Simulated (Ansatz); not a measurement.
# C₂H₆InN: how energies converge with the basis set

How large a basis does C₂H₆InN need? Two functionals are run in growing sets.

Program: Ansatz 0.2.0, Gaussian basis. Level of theory: one geometry, several basis sets. These are calculated values, not measurements.

The runs, in order: PBE0-D4/def2-SVP; ωB97M-V/def2-SVP; PBE0-D4/def2-QZVPP; ωB97M-V/def2-QZVPP; the functionals' def2-TZVPP values are taken from earlier runs.

## 1. Structure used throughout

All runs share one geometry, relaxed beforehand with PBE0-D4 in a triple-zeta def2 set. In takes the def2 core potential; no spin-orbit term is included.

SMILES `C[C](=N)[InH2]`, 10 atoms, charge 0, spin multiplicity 1.

Atoms are counted from 1 here; the program's logs count them from 0.

Bond lengths: C1–C2 1.486 Å, C1–H5 1.094 Å, C1–H6 1.094 Å, C1–H7 1.097 Å, C2–N3 1.273 Å, C2–In4 2.161 Å, N3–H8 1.028 Å, In4–H9 1.719 Å, In4–H10 1.719 Å. Angles: C2–C1–H5 110.1°, C2–C1–H6 110.1°, C2–C1–H7 111.7°, H5–C1–H6 106.6°, H5–C1–H7 109.1°, H6–C1–H7 109.1°, C1–C2–N3 125.9°, C1–C2–In4 141.8°, N3–C2–In4 92.2°, C2–N3–H8 115.1°, C2–In4–H9 117.0°, C2–In4–H10 117.1°, H9–In4–H10 125.2°.

Geometry (Å):

| atom | x (Å) | y (Å) | z (Å) |
| --- | --- | --- | --- |
| C1 | 1.2833 | -0.8419 | -0.0155 |
| C2 | -0.0479 | -0.1820 | 0.0273 |
| N3 | -1.1652 | -0.7657 | 0.2067 |
| In4 | -0.9891 | 1.7567 | -0.1277 |
| H5 | 1.9342 | -0.4254 | 0.7586 |
| H6 | 1.7705 | -0.6433 | -0.9745 |
| H7 | 1.2034 | -1.9265 | 0.1284 |
| H8 | -1.1103 | -1.7851 | 0.3300 |
| H9 | -1.2956 | 2.5967 | 1.3409 |
| H10 | -1.5833 | 2.2166 | -1.6742 |

## 2. PBE0-D4 in def2-SVP

File in.yaml:

```yaml
crystal:
  periodic: [false, false, false]
  atoms:
    - {symbol: C, position_ang: [1.283319, -0.841904, -0.015540]}
    - {symbol: C, position_ang: [-0.047898, -0.182048, 0.027276]}
    - {symbol: N, position_ang: [-1.165183, -0.765709, 0.206668]}
    - {symbol: In, position_ang: [-0.989098, 1.756716, -0.127677]}
    - {symbol: H, position_ang: [1.934200, -0.425390, 0.758585]}
    - {symbol: H, position_ang: [1.770487, -0.643302, -0.974506]}
    - {symbol: H, position_ang: [1.203351, -1.926476, 0.128415]}
    - {symbol: H, position_ang: [-1.110280, -1.785108, 0.330020]}
    - {symbol: H, position_ang: [-1.295583, 2.596655, 1.340932]}
    - {symbol: H, position_ang: [-1.583324, 2.216557, -1.674164]}
basis:
  gaussian: {orbitals: def2-SVP}
hamiltonian: {xc: pbe0, dispersion: d4}
output: {orbitals: {seedname: orbitals}}
```

Command:

```bash
ansatz run in.yaml --threads 4 --pin off --events-out ev --progress --plain --max-ram 10444MiB
```

The runs that follow: ωB97M-V in def2-SVP; PBE0-D4 in def2-QZVPP; ωB97M-V in def2-QZVPP.

Before running them: what should the planned runs give, taken together? Wanted: PBE0-D4: double and triple zeta above quadruple; ωB97M-V: double and triple zeta above quadruple.

As calculated:

```
                                       quantity          value
PBE0-D4: double and triple zeta above quadruple  4.59, 0.25 eV
ωB97M-V: double and triple zeta above quadruple  4.81, 0.25 eV
```

PBE0-D4 gains 4.34 eV from double to triple zeta, then 0.25 eV more. These are total energies; as a rule much of such shifts cancels in differences, which this series doesn't test.
